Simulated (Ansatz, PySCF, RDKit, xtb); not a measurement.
# C3H11BGeO: ranking a sample of isomers

Which of a sample of isomers of C3H11BGeO is the most stable in the gas at 298.15 K, and what are its properties? The sample is small against all isomers, and the most stable one of this formula need not be in it.

Plan: many cheap relaxations first (GFN2-xTB), then density-functional screening, relaxation at B3LYP-D3(BJ)/def2-SVP, vibrations (at GFN2-xTB) and a final energy. The numbers are computed, not measured.

### Step 1. Drawing up candidates

Isomers were taken from a list of plausible structures; this is a sample, not all of them. That gives 4 candidates.

```
label                       SMILES     spin
 c037      [BH2][Ge@H]([CH2]C)[O]C  singlet
 c068               COCC[BH][GeH3]  singlet
 c071    [BH3-][O+]1CC[CH2][GeH2]1  singlet
 c564  B[O][Ge]([CH3])([CH3])[CH3]  singlet
```

Candidates are built by distance geometry, with a force field where one applies, in up to four conformers (letters a to d).

**Question.** With final energies at CCSD(T)/def2-SVP + MP2/def2-TZVPP - MP2/def2-SVP, which structure will this search put lowest in free energy, and by what margin?

| quantity | value |
| --- | --- |
| lowest structure found | B[O][Ge]([CH3])([CH3])[CH3], singlet |
| next finalist | [BH3-][O+]1CC[CH2][GeH2]1, singlet, 60.6 kcal/mol higher in G |
| share at equilibrium, among the finalists | 100.0 % |
| dipole moment (PBE0/def2-SVPD) | 2.88 D |
| HOMO energy (PBE0/def2-SVPD) | -7.61 eV |
| LUMO energy (PBE0/def2-SVPD) | -0.04 eV |
| HOMO–LUMO gap (PBE0/def2-SVPD) | 7.57 eV |
| lowest excitation (TD-PBE0/def2-SVPD) | 5.69 eV (f = 0.000) |
| strongest of the states computed, same level | 7.90 eV (f = 0.093) |
| lowest triplet excitation, same level, Tamm-Dancoff | 5.13 eV |
| vertical ionisation energy | 9.66 eV |
| vertical electron affinity | -1.26 eV (unbound: the value depends on the basis) |
| vertical triplet less singlet | +5.15 eV |

`B[O][Ge]([CH3])([CH3])[CH3]` comes out lowest. The margin of 60.6 kcal/mol over the next finalist is beyond the usual error of the last level; it says nothing of structures that weren't ranked. GFN2-xTB, HF/STO-3G, r2SCAN-D4/def2-SVP, B3LYP-D3(BJ)/def2-SVP, HF/def2-SVP and MP2/def2-SVP already put its bonding pattern lowest among the structures in one piece. The search is not exhaustive (a finite list of starts, one conformer a finalist), so a lower isomer can't be ruled out. Only 4 drawn patterns were tried, so whole families of isomers are missing, and the result ranks this sample alone. The lowest isomer need not be the one that is made and kept in a bottle, which depends on barriers.
